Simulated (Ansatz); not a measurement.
**C₂H₆F₂OSi: up Jacob's ladder to CCSD(T)**

The task here is to estimate one member of a computed series from the others.

Computed with Ansatz 0.2.0, Gaussian basis. Level: functionals in def2-TZVPP, the program's frozen cores in correlated methods.

Plan: PBE-D4, r2SCAN-D4, PBE0-D4, B3LYP-D4, ωB97X-V, ωB97M-V, B2PLYP; CCSD(T)/def2-TZVPP; MP2/def2-QZVPP; extrapolation to the limit.

### The relaxed structure

The geometry comes from an earlier relaxation with PBE0-D4 in a triple-zeta def2 set; it is a stationary point, not always the lowest conformer.

SMILES `C[Si](F)(F)CO`, 12 atoms, charge 0, spin multiplicity 1.

Atoms are counted from 1 here; the program's logs count them from 0.

Bond lengths: C1–Si2 1.840 Å, C1–H7 1.092 Å, C1–H8 1.092 Å, C1–H9 1.092 Å, Si2–F3 1.600 Å, Si2–F4 1.594 Å, Si2–C5 1.869 Å, C5–O6 1.427 Å, C5–H10 1.094 Å, C5–H11 1.099 Å, O6–H12 0.961 Å. Angles: Si2–C1–H7 110.9°, Si2–C1–H8 110.8°, Si2–C1–H9 110.0°, H7–C1–H8 108.3°, H7–C1–H9 108.5°, H8–C1–H9 108.2°, C1–Si2–F3 109.0°, C1–Si2–F4 110.1°, C1–Si2–C5 115.5°, F3–Si2–F4 106.6°, F3–Si2–C5 105.6°, F4–Si2–C5 109.7°, Si2–C5–O6 109.8°, Si2–C5–H10 110.6°, Si2–C5–H11 111.6°, O6–C5–H10 106.5°, O6–C5–H11 112.0°, H10–C5–H11 106.2° and more.

The first run:

in.yaml

```yaml
crystal:
  periodic: [false, false, false]
  atoms:
    - {symbol: C, position_ang: [-1.555247, -0.440097, 0.648175]}
    - {symbol: Si, position_ang: [0.151364, -0.747981, 0.032314]}
    - {symbol: F, position_ang: [1.114418, -1.017935, 1.280948]}
    - {symbol: F, position_ang: [0.182306, -2.068910, -0.859455]}
    - {symbol: C, position_ang: [0.933221, 0.664630, -0.909360]}
    - {symbol: O, position_ang: [1.111409, 1.783540, -0.042459]}
    - {symbol: H, position_ang: [-1.883963, -1.247759, 1.305804]}
    - {symbol: H, position_ang: [-2.259740, -0.365875, -0.183467]}
    - {symbol: H, position_ang: [-1.587125, 0.497667, 1.207504]}
    - {symbol: H, position_ang: [0.276564, 0.999717, -1.717129]}
    - {symbol: H, position_ang: [1.875155, 0.360138, -1.386023]}
    - {symbol: H, position_ang: [1.718636, 1.527763, 0.657246]}
basis:
  gaussian: {orbitals: def2-TZVPP}
hamiltonian: {xc: pbe, dispersion: d4}
output: {forces: true, orbitals: {seedname: orbitals}}
```

Command:

```console
> ansatz run in.yaml --threads 4 --pin off --events-out ev --progress --plain --max-ram 10444MiB
```

Steps of the session up to this table: PBE-D4 (GGA); r2SCAN-D4 (meta-GGA); PBE0-D4 (hybrid); B3LYP-D4 (hybrid); ωB97X-V (range-separated); ωB97M-V (range-separated); B2PLYP (double hybrid); CCSD(T) in def2-TZVPP; MP2 in def2-QZVPP.

One table of the session follows, with a row left open; its other results are not shown here.

It belongs to the step «Atomisation energies». 

```
            method  atomisation energy (kcal/mol)
            PBE-D4                         1166.3
         r2SCAN-D4                         1150.7
           PBE0-D4                         1143.8
          B3LYP-D4                         1143.9
           ωB97X-V                         1150.2
           ωB97M-V                         1151.4
            B2PLYP                         1136.1
     HF/def2-TZVPP                          847.3
    MP2/def2-TZVPP                         1147.5
   CCSD/def2-TZVPP                         1105.4
CCSD(T)/def2-TZVPP                              ?
           MP2/CBS                         1178.4
       CCSD(T)/CBS                         1151.9
```

**Question.** Estimate the row for CCSD(T)/def2-TZVPP.

**Answer.** atomisation energy (kcal/mol): 1121.0. In the column «atomisation energy (kcal/mol)» it lies between CCSD/def2-TZVPP (1105.4) and B2PLYP (1136.1).
